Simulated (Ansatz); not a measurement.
Task: a relaxation of cell and ions of Cs2KTlF6, space group Fm-3m, with the Python package of Ansatz (0.2.0). Give the script and its output. Level of theory: r2SCAN, PAW, the default cutoff (500 eV here), 3×3×3 k-points, fixed occupations.

`cs2ktlf6.cif`
```cif
data_Cs2KTlF6
_cell_length_a 6.764941
_cell_length_b 6.764941
_cell_length_c 6.764941
_cell_angle_alpha 60.00000
_cell_angle_beta 60.00000
_cell_angle_gamma 60.00000
_symmetry_space_group_name_H-M 'P 1'
_symmetry_Int_Tables_number 1
loop_
_symmetry_equiv_pos_as_xyz
'x, y, z'
loop_
_atom_site_label
_atom_site_type_symbol
_atom_site_fract_x
_atom_site_fract_y
_atom_site_fract_z
K1 K    0.500000    0.500000    0.500000
Cs2 Cs    0.250000    0.250000    0.250000
Cs3 Cs    0.750000    0.750000    0.750000
Tl4 Tl    0.000000    0.000000    0.000000
F5 F    0.230308    0.769692    0.769692
F6 F    0.230308    0.769692    0.230308
F7 F    0.769692    0.230308    0.769692
F8 F    0.769692    0.769692    0.230308
F9 F    0.230308    0.230308    0.769692
F10 F    0.769692    0.230308    0.230308
```

`cs2ktlf6_vcrelax.py`:
```python
# -*- coding: utf-8 -*-
"""Relax cell and ions of Cs2KTlF6."""

import json

import ansatz
from ase import Atoms
from ase.io import read
from ase.io import write
import numpy as np

def edges_and_angles(cell):
    cell = np.asarray(cell)
    a, b, c = np.linalg.norm(cell, axis=1)
    cosines = cell[1] @ cell[2] / (b * c), cell[0] @ cell[2] / (a * c), cell[0] @ cell[1] / (a * b)
    return (a, b, c, *np.degrees(np.arccos(cosines)))


def main():
    atoms = read("cs2ktlf6.cif")
    crystal = ansatz.Crystal.from_ase(atoms)

    # a pressure is positive in compression
    model = crystal.calculation()
    model = model.functional("r2scan")
    model = model.occupations(ansatz.OccupationsMethod.FIXED).kpoints(spacing=0.4)
    model = model.relax(pressure=-20 * ansatz.kbar).band_table()
    result = model.run(events_out="events.ndjson")
    with open("events.ndjson") as stream:
        events = [json.loads(line) for line in stream]
    steps = [e["data"] for e in events if e["event"] == "relax_step"]
    data = result.report
    print("step   energy (eV)     max comp. (eV/A)   P (GPa)  SCF")
    for s in steps:
        print(f"{s['step']:4d} {s['lagrangian_ev']:15.5f} {s['allowed_force_max_ev_ang']:12.4f} {s['pressure_gpa']:10.3f} {s['n_scf']:5d}")

    first, last = steps[0], steps[-1]
    symbols = [site.symbol for site in result.lattice.sites]
    print(f"energy gained {first['lagrangian_ev'] - last['lagrangian_ev']:.4f} eV in {len(steps) - 1} steps")
    for label, vectors in (("before", first["cell_ang"]), ("after", result.lattice.cell_ang)):
        print(label, "a b c (A) {:.4f} {:.4f} {:.4f}  angles {:.2f} {:.2f} {:.2f}".format(*edges_and_angles(vectors)), f" V = {abs(np.linalg.det(vectors)):.3f} A^3")
    print("final stress xx yy zz (GPa, compression positive):", np.round(np.diag(data["stress_gpa"]), 3) + 0.0)

    relaxed = Atoms(symbols, positions=[site.position_ang for site in result.lattice.sites], cell=result.lattice.cell_ang, pbc=True)
    write("relaxed.cif", relaxed, format="cif")

    print("atom   start x y z (A)              end x y z (A)")
    for symbol, a, b in zip(symbols, first["positions_ang"], last["positions_ang"]):
        print(f"{symbol:3s}", " ".join(f"{v:8.4f}" for v in a), "  ", " ".join(f"{v:8.4f}" for v in b))

    print("relaxed fractional positions")
    for site in result.lattice.sites:
        print(f"  {site.symbol:2s}", " ".join(f"{v % 1:8.5f}" for v in np.round(site.position_frac, 5)))

    energy = data["free_energy_ev"]
    print("Cs2KTlF6: {:.6f} eV = {:.6f} Ry = {:.6f} Ha".format(energy, energy / 13.605693, energy / 27.211386))
    print("Fermi level {:.4f} eV, {} k-points, {} symmetry operations".format(data["fermi_energy_ev"], data["n_kpoints"], data["n_symmetry_ops"]))

    print("band  energy (eV)  occupation (first spin channel), at k =", data["kpoints_frac"][0])
    for band, (e, occ) in enumerate(zip(data["eigenvalues_ev"][0], data["occupations"][0]), start=1):
        print(f"{band:4d} {e:12.4f} {occ:9.4f}")


if __name__ == "__main__":
    main()
```

```console
$ python cs2ktlf6_vcrelax.py
DeckWarning: basis.ecutwfc = 500 eV, auto-derived from the records' recommended cutoffs: set by K (their level for a meta-GGA)
step   energy (eV)     max comp. (eV/A)   P (GPa)  SCF
   1    -29240.83788       0.2392     -2.242     7
   2    -29240.82087       0.0823     -1.739     6
   3    -29240.82083       0.0002     -1.974     4
   4    -29240.82212       0.0001     -1.980     6
energy gained -0.0158 eV in 3 steps
before a b c (A) 6.7649 6.7649 6.7649  angles 60.00 60.00 60.00  V = 218.916 A^3
after a b c (A) 6.7968 6.7968 6.7968  angles 60.00 60.00 60.00  V = 222.024 A^3
final stress xx yy zz (GPa, compression positive): [-1.98 -1.98 -1.98]
atom   start x y z (A)              end x y z (A)
K     6.7649   3.9057   2.7618      6.7968   3.9241   2.7748
Cs    3.3825   1.9529   1.3809      3.3984   1.9621   1.3874
Cs   10.1474   5.8586   4.1427     10.1952   5.8862   4.1622
Tl    0.0000   0.0000   0.0000      0.0000   0.0000   0.0000
F     6.7649   6.0124   4.2514      6.7968   6.0639   4.2879
F     4.9405   4.9591   1.2721      4.9437   4.9940   1.2617
F     8.5894   2.8524   4.2514      8.6499   2.8542   4.2879
F     8.5894   4.9591   1.2721      8.6499   4.9940   1.2617
F     4.9405   2.8524   4.2514      4.9437   2.8542   4.2879
F     6.7649   1.7990   1.2721      6.7968   1.7843   1.2617
relaxed fractional positions
  K   0.50000  0.50000  0.50000
  Cs  0.25000  0.25000  0.25000
  Cs  0.75000  0.75000  0.75000
  Tl  0.00000  0.00000  0.00000
  F   0.22735  0.77265  0.77265
  F   0.22735  0.77265  0.22735
  F   0.77265  0.22735  0.77265
  F   0.77265  0.77265  0.22735
  F   0.22735  0.22735  0.77265
  F   0.77265  0.22735  0.22735
Cs2KTlF6: -29240.822124 eV = -2149.160805 Ry = -1074.580403 Ha
Fermi level 1.1576 eV, 4 k-points, 48 symmetry operations
band  energy (eV)  occupation (first spin channel), at k = [0.0, 0.0, 0.0]
   1     -25.6224    2.0000
   2     -19.6874    2.0000
   3     -19.4897    2.0000
   4     -19.4897    2.0000
   5     -19.4690    2.0000
   6     -19.4690    2.0000
   7     -19.4690    2.0000
   8     -17.2868    2.0000
   9     -17.2828    2.0000
  10      -8.3889    2.0000
  11      -8.3889    2.0000
  12      -8.3889    2.0000
  13      -6.9535    2.0000
  14      -6.9535    2.0000
  15      -6.8830    2.0000
  16      -6.8830    2.0000
  17      -6.8830    2.0000
  18      -3.9559    2.0000
  19      -3.9559    2.0000
  20      -3.9559    2.0000
  21      -3.7634    2.0000
  22      -3.7634    2.0000
  23      -3.7634    2.0000
  24      -2.9264    2.0000
  25      -0.5778    2.0000
  26      -0.5778    2.0000
  27      -0.5778    2.0000
  28       0.4040    2.0000
  29       0.4040    2.0000
  30       0.4040    2.0000
  31       0.4340    2.0000
  32       0.4340    2.0000
  33       0.4340    2.0000
  34       0.5592    2.0000
  35       0.5592    2.0000
  36       0.5592    2.0000
  37       0.7598    2.0000
  38       0.7598    2.0000
  39       0.7598    2.0000
  40       1.0468    2.0000
  41       1.0468    2.0000
  42       5.6511    0.0000
  43       9.5710    0.0000
  44       9.5710    0.0000
  45       9.6619    0.0000
  46       9.8338    0.0000
  47       9.8338    0.0000
  48       9.8338    0.0000
  49      11.5551    0.0000
  50      11.5551    0.0000
  51      11.5551    0.0000
```
(Warnings from the package without file and line.)

File `relaxed.cif` afterwards:
```cif
data_image0
_chemical_formula_structural       KCs2TlF6
_chemical_formula_sum              "K1 Cs2 Tl1 F6"
_cell_length_a       6.796805030873035
_cell_length_b       6.796805030873036
_cell_length_c       6.796805030873035
_cell_angle_alpha    59.99999999999999
_cell_angle_beta     59.99999999999999
_cell_angle_gamma    59.99999999999999

_space_group_name_H-M_alt    "P 1"
_space_group_IT_number       1

loop_
  _space_group_symop_operation_xyz
  'x, y, z'

loop_
  _atom_site_type_symbol
  _atom_site_label
  _atom_site_symmetry_multiplicity
  _atom_site_fract_x
  _atom_site_fract_y
  _atom_site_fract_z
  _atom_site_occupancy
  K   K1        1.0  0.5  0.5  0.49999999999999994  1.0000
  Cs  Cs1       1.0  0.25  0.25  0.24999999999999997  1.0000
  Cs  Cs2       1.0  0.7500000000000002  0.75  0.75  1.0000
  Tl  Tl1       1.0  3.7349161429283554e-19  7.402452333470266e-20  1.714323851220796e-34  1.0000
  F   F1        1.0  0.2273525099364535  0.7726474900635464  0.7726474900635467  1.0000
  F   F2        1.0  0.22735250993645373  0.7726474900635466  0.22735250993645342  1.0000
  F   F3        1.0  0.7726474900635467  0.2273525099364536  0.7726474900635467  1.0000
  F   F4        1.0  0.7726474900635467  0.7726474900635466  0.22735250993645342  1.0000
  F   F5        1.0  0.22735250993645365  0.2273525099364536  0.7726474900635467  1.0000
  F   F6        1.0  0.7726474900635467  0.2273525099364535  0.22735250993645342  1.0000
```

Total energies depend on the potentials; only differences at equal settings carry meaning. A total without «per atom» is that of the cell as typed. Part of the cell is held or a pressure is applied, so the end point needn't be the zero-pressure lattice. At a fixed pressure a relaxation lowers the enthalpy F + PV, while F alone can rise. With fixed filling the reported Fermi level is the top filled level among the k-points of the SCF. Only differences from the Fermi energy are physical; the zero of the scale is a convention. Energies along a relaxation are free energies. Rows at an unchanged volume are solved on a plane-wave basis chosen afresh for that cell, so the energy jumps there and such rows are no steps of the walk. Edges and angles are those of the cell as typed, here a primitive one, not of the conventional cell. Symmetry holds the cell in this phase, whether or not it is the stable one at this pressure. The structure comes from a database of computed cells and needn't be a stable or known phase. Levels are Kohn-Sham eigenvalues on this mesh, without spin-orbit coupling. It ran for 25 s on 1 thread of Intel(R) Xeon(R) Platinum 8488C (Sapphire Rapids), with other jobs on the host, peak memory 1.2 GiB.
